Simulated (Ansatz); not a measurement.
# ClH5Si3: the cost of one run

The runs use Ansatz 0.2.0, Gaussian basis; the settings change from run to run.

## (1) The molecule

An earlier PBE0-D4 in a triple-zeta def2 set relaxation fixed the geometry.

SMILES `Cl[SiH]1[SiH2][SiH2]1`, 9 atoms, charge 0, spin multiplicity 1.

Atoms are counted from 1 here; the program's logs count them from 0.

Bond lengths: Cl1–Si2 2.055 Å, Si2–Si3 2.321 Å, Si2–Si4 2.321 Å, Si2–H5 1.483 Å, Si3–Si4 2.351 Å, Si3–H6 1.484 Å, Si3–H7 1.485 Å, Si4–H8 1.484 Å, Si4–H9 1.485 Å. Angles: Cl1–Si2–Si3 122.6°, Cl1–Si2–Si4 122.6°, Cl1–Si2–H5 110.5°, Si3–Si2–Si4 60.8°, Si3–Si2–H5 116.2°, Si4–Si2–H5 116.3°, Si2–Si3–Si4 59.6°, Si2–Si3–H6 117.9°, Si2–Si3–H7 120.1°, Si4–Si3–H6 113.4°, Si4–Si3–H7 122.9°, H6–Si3–H7 113.0°, Si2–Si4–Si3 59.6°, Si2–Si4–H8 117.9°, Si2–Si4–H9 120.2°, Si3–Si4–H8 113.4°, Si3–Si4–H9 122.9°, H8–Si4–H9 113.0°.

## (2) wB97M-V/def2-mTZVP

Set apart from the defaults: atoms shaken by 0.15 Å, high accuracy.

Contents of in.yaml:

```yaml
crystal:
  periodic: [false, false, false]
  atoms:
    - {symbol: Cl, position_ang: [-2.087428, 1.069361, -1.739159]}
    - {symbol: Si, position_ang: [-0.244641, 0.412343, -1.447866]}
    - {symbol: Si, position_ang: [0.851975, 0.971455, 0.669289]}
    - {symbol: Si, position_ang: [-0.232887, -0.937053, 0.644074]}
    - {symbol: H, position_ang: [0.055429, -0.519694, -2.360887]}
    - {symbol: H, position_ang: [0.709880, 2.042717, 1.507540]}
    - {symbol: H, position_ang: [2.443478, 0.703781, 0.237954]}
    - {symbol: H, position_ang: [-1.655756, -1.078522, 2.086204]}
    - {symbol: H, position_ang: [0.276663, -2.471364, 0.667390]}
basis:
  gaussian: {orbitals: def2-mTZVP}
hamiltonian: {xc: {name: wB97M-V}}
accuracy: high
```

On the command line:

```bash
$ ansatz run in.yaml --threads 2 --pin off --events-out ev --progress --plain --max-ram 4352MiB
```

**Question.** How long does this run take on 2 threads of Arm Neoverse V2, shared host, and how much memory does it need?

About 50 s, with a peak of 0.79 GiB.
